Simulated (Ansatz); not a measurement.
**CH6BFGe: small, medium and large basis sets**

One table from this session's results is given with a row withheld; the runs are named, their logs left out.

Method: one geometry, several basis sets; program: Ansatz 0.2.0, Gaussian basis.

Levels to be run: PBE0-D4/def2-SVP; ωB97M-V/def2-SVP; PBE0-D4/def2-QZVPP; ωB97M-V/def2-QZVPP; the functionals' def2-TZVPP values are taken from earlier runs.

### The relaxed structure

The geometry comes from an earlier relaxation with PBE0-D4 in a triple-zeta def2 set; it is a stationary point, not always the lowest conformer.

SMILES `C[B](F)[GeH3]`, 10 atoms, charge 0, spin multiplicity 1.

Atoms are counted from 1 here; the program's logs count them from 0.

Bond lengths: C1–B2 1.555 Å, C1–H5 1.096 Å, C1–H6 1.092 Å, C1–H7 1.096 Å, B2–F3 1.329 Å, B2–Ge4 2.089 Å, Ge4–H8 1.540 Å, Ge4–H9 1.540 Å, Ge4–H10 1.540 Å. Angles: B2–C1–H5 110.1°, B2–C1–H6 113.6°, B2–C1–H7 109.6°, H5–C1–H6 109.2°, H5–C1–H7 105.0°, H6–C1–H7 109.0°, C1–B2–F3 119.3°, C1–B2–Ge4 124.4°, F3–B2–Ge4 116.3°, B2–Ge4–H8 111.0°, B2–Ge4–H9 112.1°, B2–Ge4–H10 111.0°, H8–Ge4–H9 107.7°, H8–Ge4–H10 107.2°, H9–Ge4–H10 107.7°.

The first run:

Contents of in.yaml:

```yaml
crystal:
  periodic: [false, false, false]
  atoms:
    - {symbol: C, position_ang: [-0.230807, 1.092409, -1.166122]}
    - {symbol: B, position_ang: [0.464981, -0.153891, -0.548470]}
    - {symbol: F, position_ang: [1.409848, -0.781668, -1.240417]}
    - {symbol: Ge, position_ang: [0.016691, -0.944264, 1.332889]}
    - {symbol: H, position_ang: [-0.134434, 1.949948, -0.490617]}
    - {symbol: H, position_ang: [0.154520, 1.365994, -2.150544]}
    - {symbol: H, position_ang: [-1.309508, 0.911468, -1.242915]}
    - {symbol: H, position_ang: [-0.457357, -2.405208, 1.219257]}
    - {symbol: H, position_ang: [-1.090013, -0.146605, 2.046857]}
    - {symbol: H, position_ang: [1.259178, -0.939282, 2.242984]}
basis:
  gaussian: {orbitals: def2-SVP}
hamiltonian: {xc: pbe0, dispersion: d4}
output: {orbitals: {seedname: orbitals}}
```

Started as:

```console
> ansatz run in.yaml --threads 4 --pin off --events-out ev --progress --plain --max-ram 10444MiB
```

Steps of the session up to this table: PBE0-D4 in def2-SVP; ωB97M-V in def2-SVP; PBE0-D4 in def2-QZVPP; ωB97M-V in def2-QZVPP.

One table of the session follows, with a row left open; its other results are not shown here.

It belongs to the step «Density functionals: the series». 

| functional | basis | HOMO (eV) |
| --- | --- | --- |
| PBE0-D4 | def2-SVP | -7.84 |
| PBE0-D4 | def2-TZVPP | -7.89 |
| PBE0-D4 | def2-QZVPP | -7.90 |
| ωB97M-V | def2-SVP | ? |
| ωB97M-V | def2-TZVPP | -10.04 |
| ωB97M-V | def2-QZVPP | -10.05 |

Estimate the missing values for ωB97M-V, def2-SVP.

**Answer.** HOMO (eV): -9.97. In the column «HOMO (eV)» it lies between ωB97M-V, def2-TZVPP (-10.04) and PBE0-D4, def2-QZVPP (-7.90).
